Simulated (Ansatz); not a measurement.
# H2NW: the cost of one run

Method: the settings change from run to run; program: Ansatz 0.2.0, Gaussian basis.

23 further runs of the same task are left out: 10 for a known fault of the program, 6 that didn't finish, 7 set aside as unsound or not needed.

## Step 1: The geometry

The geometry is a PBE0/def2-TZVP stationary point (not a proven minimum) with its atoms shifted at random (size 0.100 Å). No spin-orbit coupling is included. Elements past krypton take def2 core potentials.

4 atoms, charge 1, spin multiplicity 7.

Atoms are counted from 1 here; the program's logs count them from 0.

Bond lengths: W1–N2 2.188 Å, N2–H3 1.004 Å, N2–H4 1.103 Å. Angles: W1–N2–H3 125.9°, W1–N2–H4 120.4°, H3–N2–H4 110.8°.

Geometry (Å):

```xyz
4
charge 1, multiplicity 7
W     0.0120   -0.0001    0.1808
N    -0.1528    0.0083   -2.0010
H    -0.0762    0.8149   -2.5947
H     0.0069   -0.9184   -2.5765
```

## Step 2: CCSD(T) on ROHF/def2-SVP

Input file in.yaml:

```yaml
crystal:
  periodic: [false, false, false]
  atoms:
    - {symbol: W, position_ang: [0.012026, -0.000066, 0.180807]}
    - {symbol: N, position_ang: [-0.152848, 0.008308, -2.001002]}
    - {symbol: H, position_ang: [-0.076228, 0.814938, -2.594683]}
    - {symbol: H, position_ang: [0.006881, -0.918439, -2.576469]}
basis:
  gaussian: {orbitals: def2-SVP}
total_charge: 1
magnetization: {spin_polarized: false, initial_magnetization: 6}
correlation: {method: ccsd_t, electrons: outside_noble_gas}
accuracy: high
```

Started as:

```sh
ansatz run in.yaml --threads 1 --pin off --events-out ev --progress --plain --max-ram 2393MiB
```

Q: Estimate wall time and peak memory on 1 thread of Arm Neoverse V1, shared host.

About 12 s, with a peak of 0.3 GiB.
